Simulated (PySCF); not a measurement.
**The bond of SnS, level by level**

One table from this session's results is given with a row withheld; the runs are named, their logs left out.

Computed with PySCF 2.14.0. Level: Sn x2c-TZVPPall, S x2c-TZVPPall, spin-free X2C with a Gaussian nucleus.

The first run:

A driver script around PySCF takes these settings:

```
atoms                         : Sn, S
charge                        : 0
basis                         : Sn x2c-TZVPPall, S x2c-TZVPPall
Hamiltonian                   : spin-free X2C with a Gaussian nucleus
basis functions               : 102
electrons treated             : 66
masses in u                   : 119.9022, 31.9721
levels                        : PBE0, PBE, r²SCAN, LDA, PW91, TPSSh, TPSS, ωB97X, HF, MP2, SCS-MP2, CCSD, CCSD(T)
grid                          : 80 radial by 434 angular points
occupations                   : held fixed by the projection of orbital angular momentum
dissociation limit            : Sn + S, each in its ground configuration
starting distance in angstrom : 2.335
values of 2S to try           : 0, 2, 4
```

On the command line:

```bash
OMP_NUM_THREADS=2 python dia.py task.json out
```

Among the steps run: Input; First curve: PBE0; Excited determinants; PBE; r²SCAN; LDA (local density); PW91 (GGA); TPSSh (hybrid meta-GGA); TPSS (meta-GGA); ωB97X; RHF; MP2 and coupled cluster.

One table of the session follows, with a row left open; its other results are not shown here.

Energy (eV) from each level's lowest point:

| R (Å) | RHF | RHF-MP2 | RHF-SCS-MP2 | RHF-CCSD | RHF-CCSD(T) |
| --- | --- | --- | --- | --- | --- |
| 1.901 | 1.671 | 1.721 | 1.766 | n/a | n/a |
| 1.989 | 0.703 | 0.764 | 0.792 | 0.760 | 0.830 |
| 2.077 | 0.188 | 0.238 | 0.253 | 0.232 | 0.277 |
| 2.144 | 0.023 | 0.053 | 0.059 | 0.047 | 0.071 |
| 2.210 | 0.000 | 0.000 | 0.000 | 0.000 | 0.000 |
| 2.276 | 0.087 | 0.049 | 0.044 | 0.057 | 0.030 |
| 2.365 | ? | ? | ? | ? | ? |
| 2.475 | 0.767 | 0.586 | 0.571 | 0.628 | 0.502 |
| 2.608 | 1.408 | 1.127 | 1.107 | 1.185 | 0.978 |
| 2.785 | 2.329 | 1.979 | 1.944 | n/a | n/a |

**Question.** Estimate the row for R (Å) = 2.365.

Worked estimate for «RHF». A straight line through the neighbours (2.276, 0.087) and (2.475, 0.767) gives 0.087 + (0.767 − 0.087) × (2.365 − 2.276) / (2.475 − 2.276) = 0.391; a parabola fitted to 4 rows on both sides gives 0.346.

As computed: RHF: 0.328; RHF-MP2: 0.231; RHF-SCS-MP2: 0.221; RHF-CCSD: 0.253; RHF-CCSD(T): 0.186. In «RHF» the line misses by +0.063 and the parabola by +0.018.

To keep in mind: Lowest PBE0 solution found, without spin–orbit coupling: ¹Σ⁺ (singlet), closed shell. Warnings in the runs' records: inverted.
